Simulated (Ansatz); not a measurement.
Ge2Sb2Te5:

```
Te Sb Ge
1.0
     4.29406    0.00000    0.00000
    -2.14703    3.71877    0.00000
     0.00000    0.00000   17.10135
Te Sb Ge
5 2 2
Direct
  0.66667 0.33333 0.41989
  0.33333 0.66667 0.58011
  0.33333 0.66667 0.20154
  0.66667 0.33333 0.79846
  0.00000 0.00000 0.00000
  0.00000 0.00000 0.32007
  0.00000 0.00000 0.67993
  0.66667 0.33333 0.10290
  0.33333 0.66667 0.89711
```

The cell comes from a database or a generator and needn't be the stable form of this composition.

Base run:

| Property | Result |
| --- | --- |
| Program | Ansatz 0.2.0 |
| Functional | r2SCAN |
| Potentials or basis | Ansatz PAW |
| Cutoff | 500 eV |
| Density cutoff | 2000 eV |
| k mesh | 7 × 7 × 2 |
| Occupations | fermi-dirac, width 0.05 eV |
| Spin | no spin polarisation |

Its results: band gap on the k mesh 0.22 eV, direct; pressure -0.5 GPa; largest force 0.266 eV/Å.

Q: The run is repeated on the same cell with these changes: functional from r2SCAN to PBEsol; cutoff from 500 eV to 420 eV; density cutoff from 2000 eV to 1680 eV. What comes out?

A: Band gap on the k mesh 0.28 eV, direct; pressure -2.2 GPa; largest force 0.132 eV/Å.

Caveats: spin-orbit coupling is left out, which moves the levels of the heavy elements; the PAW data sets come from PBE, with cores solved anew for the run's functional, which leaves a small shift of forces and pressure.

Not every run made on this cell is shown here.
